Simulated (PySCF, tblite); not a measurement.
**C3H9OSi2 radical: geometry, infrared bands and EPR parameters**

Wanted: the infrared bands and EPR parameters of C3H9OSi2 radical (`[CH2][SiH2]CC(=O)[SiH3]`), by calculation.

Programs: tblite 0.8.0 and PySCF 2.14.0, with density-fitted response routines of our own. Each step states its level of theory. These are calculated values for one molecule in the gas phase, unless marked as measured. Atoms count from 0, in the outputs and in this text.

### 1 The starting structure

15 atoms, charge 0, multiplicity 2; geometry from: force field or distance geometry start.

Bonds of the start (Å): C0–Si1 1.80, Si1–C2 1.86, C2–C3 1.49, C3–O4 1.23, C3–Si5 1.89, C0–H6 1.09, C0–H7 1.09, Si1–H8 1.48, Si1–H9 1.50, C2–H10 1.10, C2–H11 1.09, Si5–H12 1.50, Si5–H13 1.49, Si5–H14 1.49.

### 2 Geometry optimisation with GFN2-xTB

What the job is given:

```
{"job": {"kind": "relax", "xc": "GFN2-xTB", "basis": "xTB"}, "charge": 0, "multiplicity": 2}
C     -2.740700     0.980000    -0.570000
Si    -1.473500    -0.222900    -0.158300
C      0.209100     0.253600    -0.797400
C      1.310600    -0.672900    -0.416800
O      1.605200    -1.687000    -1.038900
Si     2.299000    -0.338000     1.162800
H     -3.207200     0.955700    -1.551700
H     -3.079700     1.690700     0.184300
H     -1.875400    -1.555600    -0.663300
H     -1.391000    -0.316200     1.333800
H      0.173200     0.287800    -1.898600
H      0.452100     1.271100    -0.480400
H      2.185900    -1.444500     2.162300
H      1.787600     0.887300     1.830700
H      3.740100    -0.081000     0.879500
```

Command:

```bash
OMP_NUM_THREADS=1 python probes_run.py task.json out
```

This one command runs all jobs of the session in turn.

**Question.** This job is followed by: GFN2-xTB harmonic vibrations, gas phase; UKS B3LYP, pcH-1 on C H O Si, non-relativistic, mean-field spin-orbit, GIAO. Predict these results of the whole session: strongest single infrared mode (GFN2-xTB); zero-point energy (GFN2-xTB); g(iso) (B3LYP); ⟨S²⟩; largest a(iso) (averaged by class); potential on the surface of density 0.002 e/bohr³, 1st and 99th percentile.

**Answer**, as computed:

| quantity | value |
| --- | --- |
| strongest single infrared mode (GFN2-xTB) | 1681 cm⁻¹, 432 km/mol |
| zero-point energy (GFN2-xTB) | 61.5 kcal/mol |
| g(iso) (B3LYP) | 2.00264 |
| ⟨S²⟩ | 0.754 (exact 0.75) |
| largest a(iso) (averaged by class) | 13C on C0, 79.4 MHz |
| potential on the surface of density 0.002 e/bohr³, 1st and 99th percentile | -1.70 V and 1.24 V |

**Reading.** Relaxing lowered the energy by 0.254 eV in 81 steps; the close pair that moved most is Si1–C2, from 1.862 to 1.945 Å. No mode is imaginary among the 39: a minimum at this level. The strongest single mode, at 1681 cm⁻¹, moves mainly C3 and O4. Unscaled tight-binding wavenumbers are off by several per cent, some by more. Its intensities can rank the bands wrongly. C0 carries the largest spin population, 1.04 e. The isotropic g lies 0.3 ppt above the free-electron value. These values are for one conformer; the search (at its own cheap level) found 2 more, at 0.11, 0.31 kcal/mol, and measured spectra average over such forms.
